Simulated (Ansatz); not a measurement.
# GeH5O (doublet): the correlation ladder at distance Ge1–H5 along a hydrogen transfer = 2.046 Å, cc-pVDZ

How much of the correlation energy of GeH5O (doublet) does each wave-function method recover here?

Method: cc-pVDZ, core rule «outside noble gas», up to 15 orbitals frozen; program: Ansatz 0.2.0, Gaussian basis.

To be run: UHF; CCSD(T) on ROHF; CCSD(T) on UHF; BCCD(T) on ROHF; CISD; CCSDT(Q) on ROHF; CCSDT(Q) on UHF; CASSCF and MRCISD+Q, 3 electrons in 3 orbitals; CASSCF and NEVPT2, 3 electrons in 3 orbitals.

### 1 The geometry

The geometry derives from fragments relaxed apart (PBE0/def2-TZVP) and kept rigid, so it is no stationary point. A hydrogen atom is moved between rigid fragments. No spin-orbit coupling is included. The filled d shell of Ge may be among the frozen orbitals whatever the setting's name suggests; the logs give the count.

7 atoms, charge 0, spin multiplicity 2.

Atoms are counted from 1 here; the program's logs count them from 0.

Bond lengths: Ge1–H2 1.534 Å, Ge1–H3 1.534 Å, Ge1–H4 1.534 Å, H5–O6 1.194 Å, O6–H7 0.973 Å. Angles: H2–Ge1–H3 109.5°, H2–Ge1–H4 109.5°, H3–Ge1–H4 109.5°, H5–O6–H7 105.0°.

### 2 UHF

Input file in.yaml:

```yaml
crystal:
  periodic: [false, false, false]
  atoms:
    - {symbol: Ge, position_ang: [-0.596433, 0.010113, 0.000000]}
    - {symbol: H, position_ang: [-1.107884, 1.456713, 0.000001]}
    - {symbol: H, position_ang: [-1.107883, -0.713187, 1.252791]}
    - {symbol: H, position_ang: [-1.107883, -0.713186, -1.252792]}
    - {symbol: H, position_ang: [1.449567, 0.010113, 0.000000]}
    - {symbol: O, position_ang: [2.643567, 0.010113, 0.000000]}
    - {symbol: H, position_ang: [2.895425, -0.929837, -0.000001]}
basis:
  gaussian: {orbitals: cc-pVDZ}
magnetization: {spin_polarized: true, initial_magnetization: 1}
hamiltonian: {xc: hf}
output: {orbitals: {seedname: orbitals}}
```

Launch:

```console
> ansatz run in.yaml --threads 1 --pin off --events-out ev --progress --plain --max-ram 4096MiB --backend cpu
```

The runs that follow: CCSD(T) on ROHF; CCSD(T) on UHF; BCCD(T) on ROHF; CISD; CCSDT(Q) on ROHF; CCSDT(Q) on UHF; CASSCF and MRCISD+Q, 3 electrons in 3 orbitals; CASSCF and NEVPT2, 3 electrons in 3 orbitals.

**Question.** What will the summary of the whole plan be? Wanted: UCCSDT(Q) below the RHF energy; RMP2 from UCCSDT(Q); UMP2 from UCCSDT(Q); RCCSD from UCCSDT(Q); RCCSD(T) from UCCSDT(Q); UCCSD(T) from UCCSDT(Q); RCCSDT(Q) from UCCSDT(Q); NEVPT2 pair from UCCSDT(Q); MRCISD+Q pair from UCCSDT(Q).

As calculated:

| quantity | value |
| --- | --- |
| UCCSDT(Q) below the RHF energy | -9.6289 eV |
| RMP2 from UCCSDT(Q) | +112.0 kJ/mol |
| UMP2 from UCCSDT(Q) | +118.8 kJ/mol |
| RCCSD from UCCSDT(Q) | +22.8 kJ/mol |
| RCCSD(T) from UCCSDT(Q) | +4.6 kJ/mol |
| UCCSD(T) from UCCSDT(Q) | +4.4 kJ/mol |
| RCCSDT(Q) from UCCSDT(Q) | +0.3 kJ/mol |
| NEVPT2 pair from UCCSDT(Q) | +110.2 kJ/mol |
| MRCISD+Q pair from UCCSDT(Q) | +14.0 kJ/mol |
| levels within 1 kcal/mol (43 meV) | RCCSDT, UCCSDT, RCCSDT(Q) |
| T1 diagnostic | 0.019 |

RCCSD(T) lands +4.6 kJ/mol from the yardstick (0.5 % of the correlation energy). Of the multireference levels listed MRCISD+Q pair comes nearest in total energy (+14.0 kJ/mol), which doesn't show that its space is the better one. These misses are within one basis, not against nature; the frozen cores of restricted and unrestricted runs differ, which can shift their rows.
